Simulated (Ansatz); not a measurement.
## C2H7BS2, SMILES CBSSC: a geometry optimisation, step by step

With Ansatz's Python interface.

Notebook, run cell by cell (the value of a cell's last expression is shown):

```python
import ansatz as az
from ase import Atoms
import numpy as np
```

```python
atoms = Atoms(['C', 'B', 'S', 'S', 'C', 'H', 'H', 'H', 'H', 'H', 'H', 'H'], positions=[
    [-0.9292, 0.0691, 1.5581],
    [-0.1909, -1.1833, 1.0781],
    [1.4889, -1.0314, 0.2851],
    [0.8024, -1.0562, -1.684],
    [0.7465, 0.7365, -1.8627],
    [-0.369, 1.0383, 1.3584],
    [-1.9034, 0.1891, 0.9863],
    [-1.1578, 0.0563, 2.6246],
    [-0.6575, -2.2319, 1.29],
    [1.7744, 1.1324, -1.6617],
    [0.042, 1.2004, -1.0879],
    [0.4308, 1.0254, -2.8502],
])
mol = az.Crystal.molecule_from_ase(atoms)

calculation = (
    mol.calculation()
    .basis(gaussian='6-31G*')
    .functional('CAM-B3LYP')
)
symbols = [site.symbol for site in mol.cartesian_sites]
start = np.array([site.position_ang for site in mol.cartesian_sites], dtype=float)
summary = calculation.relax(force_tolerance=0.02).run(threads=1, pin='off').report
end = np.array(summary['positions_ang'])
```

    

```python
print(f'E = {summary["free_energy_ev"]:.6f} eV = {summary["free_energy_ev"] / 27.211386246:.7f} Ha')
print('converged:', summary['converged'], ' doubts:', summary['published_state_doubts'] or 'none')

print('final positions (A) and the move of each atom')
for symbol, xyz, old in zip(symbols, end, start):
    print(f'{symbol:2s} {xyz[0]:10.5f} {xyz[1]:10.5f} {xyz[2]:10.5f}   {np.linalg.norm(xyz - old):7.4f}')
with open('c2h7bs2_opt.xyz', 'w') as handle:
    handle.write(f'{len(symbols)}\nrelaxed C2H7BS2\n')
    handle.writelines(f'{s:2s} {x:11.6f} {y:11.6f} {z:11.6f}\n' for s, (x, y, z) in zip(symbols, end))
```

    E = -24533.283573 eV = -901.5815420 Ha
    converged: True  doubts: none
    final positions (A) and the move of each atom
    C    -0.93139    0.13311    1.30017    0.2658
    B    -0.14015   -1.11765    0.74847    0.3399
    S     1.77008   -1.09943    0.62837    0.4489
    S     0.65373   -1.01245   -1.12658    0.5786
    C     0.69096    0.73749   -1.61160    0.2572
    H    -0.43553    1.09880    1.16056    0.2173
    H    -1.94284    0.19323    0.88148    0.1121
    H    -1.05365    0.00064    2.38281    0.2691
    H    -0.61067   -2.21194    0.83328    0.4595
    H     1.68734    0.98776   -1.97637    0.3571
    H     0.42705    1.37504   -0.76943    0.5293
    H    -0.03773    0.86009   -2.41707    0.6591

`c2h7bs2_opt.xyz`, as written:
```text
12
relaxed C2H7BS2
C    -0.931388    0.133111    1.300173
B    -0.140151   -1.117651    0.748467
S     1.770080   -1.099430    0.628374
S     0.653726   -1.012445   -1.126581
C     0.690962    0.737493   -1.611599
H    -0.435534    1.098800    1.160557
H    -1.942841    0.193234    0.881481
H    -1.053651    0.000637    2.382807
H    -0.610667   -2.211945    0.833283
H     1.687342    0.987763   -1.976365
H     0.427051    1.375043   -0.769426
H    -0.037729    0.860089   -2.417071
```

Reading the output:
- Total energies depend on the basis set; only differences at equal settings carry meaning.
- The end point is the stationary point reached from this start; no frequency run checks that it is a minimum, and the basis set is modest.
- The bonding changed during the relaxation, so the end is another isomer than the start names.
- Finished in 71 s on 1 thread of Intel(R) Xeon(R) Platinum 8488C (Sapphire Rapids), with other jobs on the host, peak memory 0.34 GiB.

(Lines on the test bed's own set-up are left out of the output.)
